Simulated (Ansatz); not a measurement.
## CaB2H2 in Ansatz: convergence with k mesh

The system is CaB2H2.

```xyz
5
Lattice="3.4767 0.0000 0.0000 -1.7384 3.0109 0.0000 0.0000 0.0000 3.9793" Properties=species:S:1:pos:R:3 pbc="T T T"
Ca    0.0000    0.0000    0.0000
B     0.0000    2.0073    1.8418
B     1.7384    1.0036    2.1375
H     0.0000    2.0073    0.6015
H     1.7384    1.0036    3.3777
```

The cell comes from a database or a generator and needn't be the stable form of this composition.

- Program: Ansatz 0.2.0
- Task: convergence study
- Functional: PBEsol
- Potentials or basis: Ansatz PAW
- Cutoff: 420 eV (not typed: the program's choice for these potentials)
- k mesh: 3 × 3 × 2
- Occupations: fermi-dirac, width 0.05 eV
- Spin: no spin polarisation

These are the settings of the first run; the series varies k mesh, with any setting tied to it.

Hardware: 2 threads of Arm Neoverse V2, with other jobs on the host.

Q: The values tried are 3 × 3 × 2, 3 × 3 × 3, 4 × 4 × 3, 5 × 5 × 4, 6 × 6 × 5, 8 × 8 × 6, 10 × 10 × 8, 12 × 12 × 9, 14 × 14 × 11, loosest first. From which on does the pressure stay within 0.1 GPa of the tightest run that finished?

A: From 3 × 3 × 3 on.

```
      k mesh  energy less the tightest run, at zero smearing (meV/atom)  pressure (GPa)  largest force (eV/Å)  gap on the mesh (eV)  SCF cycles  CPU time (s)  peak memory (GiB)
   3 × 3 × 2                                                      63.59           -3.21                 0.074                 0.769           6          0.64               0.25
   3 × 3 × 3                                                      41.30           -3.65                 0.137                 1.128           6          0.68               0.25
   4 × 4 × 3                                                      13.06           -3.59                 0.123                 0.232           7          0.79               0.26
   5 × 5 × 4                                                       4.05           -3.61                 0.133                 0.285           7             1               0.26
   6 × 6 × 5                                                       1.27           -3.68                 0.142                 0.061           7           1.3               0.28
   8 × 8 × 6                                                       0.03           -3.66                 0.139                 0.000           7           2.1                0.3
 10 × 10 × 8                                                      -0.03           -3.64                 0.136                 0.000           8           3.6               0.32
 12 × 12 × 9                                                      -0.01           -3.63                 0.136                 0.000           6           4.8               0.34
14 × 14 × 11                                                       0.00           -3.62                 0.135                 0.000           7           7.9               0.38
```

Against the tightest run, the energy stays within 1 meV/atom from 8 × 8 × 6 on; the largest force stays within 0.005 eV/Å from 8 × 8 × 6 on; the gap on the mesh stays within 0.01 eV from 8 × 8 × 6 on. Meshes of other sizes hit other points, so gaps and Fermi surfaces needn't settle smoothly. The tightest run that finished is the yardstick and may itself not be fully converged.

Caveat, for the tightest run too: the PAW data sets come from PBE, with cores solved anew for the run's functional, which leaves a small shift of forces and pressure.
